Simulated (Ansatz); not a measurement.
# C₃H₁₀Si₂: one species, many methods

An exercise on one series of results from a longer session: the logs are not shown, and one member is left open.

Program: Ansatz 0.2.0, Gaussian basis. Level of theory: functionals in def2-TZVPP, the program's frozen cores in correlated methods. These are calculated values, not measurements.

The runs, in order: PBE-D4, r2SCAN-D4, PBE0-D4, B3LYP-D4, ωB97X-V, ωB97M-V, B2PLYP; CCSD(T)/def2-TZVPP; MP2/def2-QZVPP; extrapolation to the limit.

**The relaxed structure**

All runs share one geometry, relaxed beforehand with PBE0-D4 in a triple-zeta def2 set.

15 atoms, charge 0, spin multiplicity 1.

Atoms are counted from 1 here; the program's logs count them from 0.

Bond lengths: C1–C2 1.489 Å, C1–H6 1.095 Å, C1–H7 1.092 Å, C1–H8 1.095 Å, C2–C3 1.341 Å, C2–H9 1.093 Å, C3–Si4 1.869 Å, C3–Si5 1.860 Å, Si4–H10 1.487 Å, Si4–H11 1.489 Å, Si4–H12 1.489 Å, Si5–H13 1.489 Å, Si5–H14 1.489 Å, Si5–H15 1.489 Å. Angles: C2–C1–H6 110.4°, C2–C1–H7 112.8°, C2–C1–H8 110.4°, H6–C1–H7 108.3°, H6–C1–H8 106.4°, H7–C1–H8 108.3°, C1–C2–C3 126.8°, C1–C2–H9 114.2°, C3–C2–H9 119.0°, C2–C3–Si4 122.3°, C2–C3–Si5 119.2°, Si4–C3–Si5 118.5°, C3–Si4–H10 108.6°, C3–Si4–H11 111.8°, C3–Si4–H12 111.9°, H10–Si4–H11 108.2°, H10–Si4–H12 108.2°, H11–Si4–H12 108.0° and more.

Coordinates:

```
C    -1.07574   -1.37333    1.31814
C    -0.88272   -0.02130    0.72526
C     0.05918    0.34202   -0.15674
Si    1.33597   -0.85845   -0.80534
Si    0.10451    2.09864   -0.76576
H    -1.01536   -1.32417    2.41027
H    -0.33936   -2.09863    0.96711
H    -2.07392   -1.75516    1.07968
H    -1.60322    0.72521    1.06810
H     2.24857   -0.12768   -1.72497
H     0.70860   -1.97608   -1.56326
H     2.15290   -1.44732    0.29141
H     1.40488    2.74284   -0.43271
H    -0.04550    2.14975   -2.24631
H    -1.00049    2.87295   -0.13538
```

Set-up of the first run:

Input file in.yaml:

```yaml
crystal:
  periodic: [false, false, false]
  atoms:
    - {symbol: C, position_ang: [-1.075744, -1.373327, 1.318136]}
    - {symbol: C, position_ang: [-0.882719, -0.021299, 0.725263]}
    - {symbol: C, position_ang: [0.059181, 0.342016, -0.156739]}
    - {symbol: Si, position_ang: [1.335973, -0.858446, -0.805339]}
    - {symbol: Si, position_ang: [0.104511, 2.098642, -0.765757]}
    - {symbol: H, position_ang: [-1.015361, -1.324169, 2.410275]}
    - {symbol: H, position_ang: [-0.339355, -2.098627, 0.967109]}
    - {symbol: H, position_ang: [-2.073918, -1.755162, 1.079679]}
    - {symbol: H, position_ang: [-1.603224, 0.725209, 1.068103]}
    - {symbol: H, position_ang: [2.248567, -0.127679, -1.724974]}
    - {symbol: H, position_ang: [0.708601, -1.976083, -1.563264]}
    - {symbol: H, position_ang: [2.152897, -1.447320, 0.291408]}
    - {symbol: H, position_ang: [1.404882, 2.742843, -0.432708]}
    - {symbol: H, position_ang: [-0.045505, 2.149750, -2.246307]}
    - {symbol: H, position_ang: [-1.000487, 2.872953, -0.135383]}
basis:
  gaussian: {orbitals: def2-TZVPP}
hamiltonian: {xc: pbe, dispersion: d4}
output: {forces: true, orbitals: {seedname: orbitals}}
```

The run is started by

```bash
> ansatz run in.yaml --threads 4 --pin off --events-out ev --progress --plain --max-ram 10444MiB
```

Steps of the session up to this table: PBE-D4 (GGA); r2SCAN-D4 (meta-GGA); PBE0-D4 (hybrid); B3LYP-D4 (hybrid); ωB97X-V (range-separated); ωB97M-V (range-separated); B2PLYP (double hybrid); CCSD(T) in def2-TZVPP; MP2 in def2-QZVPP.

One table of the session follows, with a row left open; its other results are not shown here.

It belongs to the step «Atomisation energies». 

```
            method  atomisation energy (eV)
            PBE-D4                   55.946
         r2SCAN-D4                   55.658
           PBE0-D4                        ?
          B3LYP-D4                   55.681
           ωB97X-V                   55.811
           ωB97M-V                   55.708
            B2PLYP                   54.978
     HF/def2-TZVPP                   42.375
    MP2/def2-TZVPP                   54.535
   CCSD/def2-TZVPP                   53.731
CCSD(T)/def2-TZVPP                   54.362
           MP2/CBS                   55.782
       CCSD(T)/CBS                   55.609
```

**Question.** Estimate the row for PBE0-D4.

The run gave: atomisation energy (eV): 55.542. In the column «atomisation energy (eV)» it lies between B2PLYP (54.978) and CCSD(T)/CBS (55.609).
